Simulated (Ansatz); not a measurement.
What does this script print? It uses Ansatz 0.2.0, Python API.

`run_soc.py`:
```python
"""What spin-orbit coupling does to the bands of YRh."""

import warnings

import ansatz as az

FUNCTIONAL = "pbesol"
DISPERSION = "d3bjatm"
K_SPACING = 0.29
SCF_TOL = 1e-07

warnings.simplefilter("ignore", az.DeckWarning)

lattice = az.Lattice.of(
    (3.407, 0.0, 0.0),
    (0.0, 3.407, 0.0),
    (0.0, 0.0, 3.407),
)
sites = [
    ("Y", (0.5, 0.5, 0.5)),
    ("Rh", (0.0, 0.0, 0.0)),
]
system = az.Crystal(lattice=lattice)
for symbol, position in sites:
    system = system.atom(symbol, position)

calculation = (
    system.calculation()
    .functional(FUNCTIONAL, dispersion=DISPERSION)
    .kpoints(spacing=K_SPACING)
    .occupations(az.OccupationsMethod.GAUSSIAN)
    .scf(tolerance=SCF_TOL)
    .band_table()
)
for label, variant in (("scalar-relativistic", calculation), ("spin-orbit", calculation.spin(soc=True))):
    summary = variant.run(threads=1, pin="off").report
    zero = summary["band_edges_ev"][0] if summary.get("band_edges_ev") else summary["fermi_energy_ev"]
    near = [round(e - zero, 3) for e in summary["eigenvalues_ev"][0] if abs(e - zero) < 2]
    print(label)
    print("  band edges (eV):", [round(e, 3) for e in summary.get("band_edges_ev") or []] or "none reported")
    print("  levels at k =", summary["kpoints_frac"][0], "within 2 eV of the zero:", near)
```

Running `python run_soc.py` prints:
```text
scalar-relativistic
  band edges (eV): none reported
  levels at k = [0.0, 0.0, 0.0] within 2 eV of the zero: [-1.587, -1.587, -1.587]
spin-orbit
  band edges (eV): none reported
  levels at k = [0.0, 0.0, 0.0] within 2 eV of the zero: [-1.667, -1.667, -1.667, -1.667, -1.443, -1.443]
```

The computed bands are complete only to about 2.5 eV above the Fermi level. Dispersion corrections can be off by several per cent in the lattices of metals, and by several GPa in the pressure at a fixed cell. The structure is a deposited one; some such entries were measured under pressure or heat, so a shift against it needn't be the functional's error alone. Levels are Kohn-Sham eigenvalues on this mesh. With spin-orbit coupling each level holds one electron and, with inversion or at time-reversal points, comes in pairs; a window in energy can cut a split set. Timing: 6.7 s on 1 thread of Arm Neoverse V1 (shared host), peak memory 0.49 GiB.

(Lines on the test bed's own set-up are left out of the output.)
